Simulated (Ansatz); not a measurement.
# H₃NO₂SW: up Jacob's ladder to CCSD(T)

The task here is to estimate one member of a computed series from the others.

Program: Ansatz 0.2.0, Gaussian basis. Level of theory: functionals in def2-TZVPP, the program's frozen cores in correlated methods. These are calculated values, not measurements.

Plan: LDA (SPW92), PBE-D4, revPBE-D4, BLYP-D4, r2SCAN-D4, B97M-V, PBE0-D4, B3LYP-D4, r2SCANh-D4, r2SCAN0-D4, HSE06-D4, BHLYP-D4, CAM-B3LYP-D4, LC-ωPBE, ωB97X-V, ωB97M-V, B2PLYP, PBE-QIDH; CCSD(T)/def2-SVP; CCSD(T)/def2-TZVPP; MP2/def2-QZVPP; extrapolation to the limit; RPA on PBE.

## Structure used throughout

The geometry comes from an earlier relaxation with PBE0-D4 in a triple-zeta def2 set; it is a stationary point, not always the lowest conformer. W takes the def2 core potential; no spin-orbit term is included.

8 atoms, charge 0, spin multiplicity 1.

Atoms are counted from 1 here; the program's logs count them from 0.

Bond lengths: N1–W2 1.929 Å, N1–H6 1.009 Å, N1–H7 1.009 Å, W2–O3 1.699 Å, W2–O4 1.885 Å, W2–S5 2.141 Å, O4–H8 0.960 Å. Angles: W2–N1–H6 124.2°, W2–N1–H7 122.8°, H6–N1–H7 111.9°, N1–W2–O3 106.9°, N1–W2–O4 110.7°, N1–W2–S5 108.4°, O3–W2–O4 109.8°, O3–W2–S5 111.8°, O4–W2–S5 109.3°, W2–O4–H8 123.3°.

Set-up of the first run:

The input, in.yaml:

```yaml
crystal:
  periodic: [false, false, false]
  atoms:
    - {symbol: N, position_ang: [-0.715896, 1.156715, 0.497790]}
    - {symbol: W, position_ang: [0.488026, -0.170892, -0.216573]}
    - {symbol: O, position_ang: [1.666667, -0.460045, 0.972042]}
    - {symbol: O, position_ang: [-0.435999, -1.768798, -0.600313]}
    - {symbol: S, position_ang: [1.350063, 0.599280, -2.018975]}
    - {symbol: H, position_ang: [-1.189502, 1.850935, -0.060170]}
    - {symbol: H, position_ang: [-0.792254, 1.351385, 1.484946]}
    - {symbol: H, position_ang: [-0.371104, -2.558569, -0.058738]}
basis:
  gaussian: {orbitals: def2-TZVPP}
hamiltonian: {xc: lda}
output: {orbitals: {seedname: orbitals}}
```

Started as:

```sh
$ ansatz run in.yaml --threads 4 --pin off --events-out ev --progress --plain --max-ram 10444MiB
```

Among the steps run: LDA; PBE-D4 (GGA); revPBE-D4 (GGA); BLYP-D4 (GGA); r2SCAN-D4 (meta-GGA); B97M-V (meta-GGA); B3LYP-D4 (hybrid); r2SCANh-D4 (hybrid); r2SCAN0-D4 (hybrid); HSE06-D4 (hybrid); BHLYP-D4 (hybrid); CAM-B3LYP-D4 (range-separated); LC-ωPBE (range-separated); ωB97X-V (range-separated); ωB97M-V (range-separated); B2PLYP (double hybrid); PBE-QIDH (double hybrid).

One table of the session follows, with a row left open; its other results are not shown here.

It belongs to the step «Frontier levels by functional». 

| functional | HOMO (eV) | LUMO (eV) | gap (eV) |
| --- | --- | --- | --- |
| LDA (SPW92) | ? | ? | ? |
| PBE-D4 | -6.15 | -2.77 | 3.37 |
| revPBE-D4 | -6.08 | -2.70 | 3.38 |
| BLYP-D4 | -5.98 | -2.64 | 3.34 |
| r2SCAN-D4 | -6.44 | -2.71 | 3.73 |
| B97M-V | -6.48 | -2.62 | 3.86 |
| PBE0-D4 | -7.38 | -2.05 | 5.33 |
| B3LYP-D4 | -7.13 | -2.24 | 4.90 |
| r2SCANh-D4 | -6.90 | -2.44 | 4.46 |
| r2SCAN0-D4 | -7.58 | -2.01 | 5.57 |
| HSE06-D4 | -6.98 | -2.42 | 4.56 |
| BHLYP-D4 | -8.46 | -1.16 | 7.30 |
| CAM-B3LYP-D4 | -8.65 | -0.98 | 7.67 |
| LC-ωPBE | -9.98 | 0.08 | 10.06 |
| ωB97X-V | -9.64 | 0.03 | 9.67 |
| ωB97M-V | -9.50 | 0.01 | 9.51 |

Estimate the missing values for LDA (SPW92).

**Answer.** HOMO (eV): -6.32; LUMO (eV): -2.97; gap (eV): 3.35. In the column «HOMO (eV)» it lies between r2SCAN-D4 (-6.44) and PBE-D4 (-6.15).
